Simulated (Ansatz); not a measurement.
**CH5GeNS: ladder of methods at one geometry, by script**

A script is to give a ladder of methods at one geometry; the system is CH5GeNS. SMILES: C[S][Ge][NH2].

All numbers are computed with Ansatz 0.2.0 through its Python package. The levels of theory stand in the script.

**1. The system**

Bond lengths: C1–S2 1.768 Å, S2–Ge3 2.220 Å, Ge3–N4 1.781 Å, C1–H5 1.119 Å, C1–H6 1.181 Å, C1–H7 1.089 Å, N4–H8 1.043 Å, N4–H9 1.043 Å. Angles: C1–S2–Ge3 91.6°, S2–C1–H5 112.9°, S2–C1–H6 109.0°, S2–C1–H7 113.1°, H5–C1–H6 104.2°, H5–C1–H7 110.4°, H6–C1–H7 106.7°, S2–Ge3–N4 110.7°, Ge3–N4–H8 109.6°, Ge3–N4–H9 112.2°, H8–N4–H9 104.9°.

No structure file is read: the coordinates are typed or built in the script.

**2. The script**

File run_methods.py:

```python
# -*- coding: utf-8 -*-
"""CH5GeNS at several levels of theory."""

from pathlib import Path

import ansatz as az
import numpy as np

GEOMETRY = """
C    -0.19430    1.17990   -1.02490
S     1.25310    1.20350   -0.00940
Ge    1.21840   -1.00640    0.20220
N    -0.19830   -1.52650    1.14770
H    -1.09940    0.80490   -0.48500
H    -0.47300    2.28770   -1.32290
H    -0.05390    0.63200   -1.95570
H    -0.17910   -1.07140    2.08610
H    -0.18500   -2.55010    1.34500
"""


def main():
    geometry = az.Crystal.molecule()
    for line in GEOMETRY.strip().splitlines():
        symbol, *xyz = line.split()
        geometry = geometry.atom(symbol, [float(v) for v in xyz])

    job = geometry.calculation().basis(gaussian="def2-SVP")

    print("functional    E (Ha)        dipole (D)   HOMO (eV)  LUMO (eV)")
    for name in ["lc_wpbe", "r2scan", "revpbe", "pbe"]:
        summary = job.functional(name).forces().orbitals().run(threads=1, backend="cpu", runs_dir="runs").report
        lines = Path(summary["orbitals_path"]).read_text().splitlines()
        field_of = lambda key: [line.split("=")[1].strip() for line in lines if line.startswith(key)]
        orbitals = [(27.211386 * float(e), s, float(n)) for e, s, n in zip(field_of("Ene="), field_of("Spin="), field_of("Occup="))]
        homo = max(e for e, _, n in orbitals if n > 0.5)
        lumo = min(e for e, _, n in orbitals if n < 0.5)
        dipole = 4.803205 * np.linalg.norm(summary["charge_distribution"]["dipole_moment_e_ang"])
        print(f"{name:10s} {summary['free_energy_ev'] / 27.211386246:14.6f} {dipole:9.3f} {homo:11.3f} {lumo:10.3f}")


if __name__ == "__main__":
    main()
```

**3. The calls as engine input**

The engine receives this input (first run):

```yaml
crystal:
  periodic: [false, false, false]
  atoms:
    - { symbol: C, position_ang: [-0.1943, 1.1799, -1.0249] }
    - { symbol: S, position_ang: [1.2531, 1.2035, -0.0094] }
    - { symbol: Ge, position_ang: [1.2184, -1.0064, 0.2022] }
    - { symbol: "N", position_ang: [-0.1983, -1.5265, 1.1477] }
    - { symbol: H, position_ang: [-1.0994, 0.8049, -0.485] }
    - { symbol: H, position_ang: [-0.473, 2.2877, -1.3229] }
    - { symbol: H, position_ang: [-0.0539, 0.632, -1.9557] }
    - { symbol: H, position_ang: [-0.1791, -1.0714, 2.0861] }
    - { symbol: H, position_ang: [-0.185, -2.5501, 1.345] }
basis:
  gaussian:
    orbitals: def2-SVP
hamiltonian:
  xc: lc_wpbe
output:
  orbitals: {}
  forces: true
```

**4. Running it**

Command:

```sh
$ python run_methods.py
```

Log:

```text
functional    E (Ha)        dipole (D)   HOMO (eV)  LUMO (eV)
lc_wpbe      -2570.147501     2.387      -8.235      0.205
r2scan       -2570.513595     2.393      -4.903     -2.644
revpbe       -2570.343331     2.315      -4.610     -2.595
pbe          -2569.995432     2.312      -4.640     -2.661
```

It took 20 s on 1 thread of Arm Neoverse V2, shared host; peak memory 0.25 GiB.

**5. What changed from run to run**

The engine's inputs for the other runs:

Run 2, against run 1:

```diff
@@ -17 +17 @@
-  xc: lc_wpbe
+  xc: r2scan
```

Run 3, against run 1:

```diff
@@ -17 +17 @@
-  xc: lc_wpbe
+  xc: revpbe
```

Run 4, against run 1:

```diff
@@ -17 +17 @@
-  xc: lc_wpbe
+  xc: pbe
```

**6. Run by run**

One row for each of the 4 runs:

```tsv
run	functional	energy (eV)	SCF cycles	CPU time (s)
1	lc_wpbe	-69937.2764	18	4.7
2	r2scan	-69947.2383	20	8.5
3	revpbe	-69942.6052	19	3.4
4	pbe	-69933.1383	19	3.4
```

Totals under unlike functionals or potentials can't be compared directly.

The fields below are those of run 1.

**7. Pictures from the orbitals**

The fields below are evaluated on a grid from the run's orbitals.

Frontier orbitals at LC-ωPBE/def2-SVP, with the share of their density that lies nearest to each atom:

```tsv
orbital	energy (eV)	lies on
HOMO	-8.24	Ge3 43 %; S2 37 %; N4 11 %
LUMO	0.21	Ge3 69 %; N4 9 %
```

ELF in a plane through or near 4 of the atoms.

Ten even steps from '0' (0.00) to '9' (1.00):
```
0000000000000000000000000000
0000000000000000111000000000
0000000023310003665300000000
0000000245520025887510000000
0000000356532248998730000000
0000000243223578898620000000
0000000132112684377400000000
0000000243112675475200000000
0000001366312565786333310000
0000023577742224734799960000
0000245635661004614999980000
0000244666872029986899980000
0000123478871059997699960000
0000000257860069996146510000
0000000135530049984000000000
0000000000000015631000000000
0000000000000000000000000000
0000000000000000000000000000
0000000000000000000000000000
0000000000000000000000000000
```
The map spans 10.8 Å across and 7.8 Å up, centred on the molecule. Atoms in the plane (x, y in Å): C1 (1.6, -0.1), N4 (-1.9, -0.3), H5 (1.0, -1.1), H6 (2.6, -0.3).

log10 of the density (e/Å³) in the same plane.

Ten even steps from ' ' (-4.0) to '@' (1.2):
```
                ......................                  
            ....::::::::::::--------::::                
          ....::------==--============--::              
          ..::----==========++++++++++==--..            
        ..::::--==++++++++++**********++==::..          
        ..::--==++**********########**++==::..          
        ..----==++**##########%%%%####++==--::..        
      ..::--==++****############%%####**++==--::..      
      ..::==++****####################**++++==--..      
      ::--++++##%%%%####******####%%%%####**++--::      
      ::==++**##%%@@%%##++++++**##%%@@%%##**++==::      
      ::--++**##%%%%%%**++++++##%%%%######**++==::      
      ::--==++**######**++==++##%%####****++++--::      
      ..::--==++******++====++**##****++++==--::..      
        ..::--==========----==++++++====----::..        
          ....::::--::::::::----==----::::....          
                ....      ....::::::::..                
                              ......                    
                                                        
                                                        
```
The map spans 10.8 Å across and 7.8 Å up, centred on the molecule. Atoms in the plane (x, y in Å): C1 (1.6, -0.1), N4 (-1.9, -0.3), H5 (1.0, -1.1), H6 (2.6, -0.3).

On the surface of density 0.002 e/bohr³ the electrostatic potential runs, from the 1st to the 99th percentile, from -1.15 V near S2 to 1.86 V near Ge3.

**8. Results**

| quantity | value |
| --- | --- |
| runs compared | 4 |
| HOMO-LUMO gap of the mean field (LC-ωPBE/def2-SVP) | 8.44 eV |

In words: All 4 runs converged (18 to 20 cycles). Notes:
- The geometry is a force-field or estimated start, not a minimum of this method, and the basis set is short of its limit. A lower total doesn't mark the better method: functionals have no common bound, and MP2 and coupled cluster aren't variational.
- Levels such as HOMO and LUMO are orbital energies: with these approximate functionals they aren't the ionisation energy and electron affinity, and their gap isn't the fundamental gap.
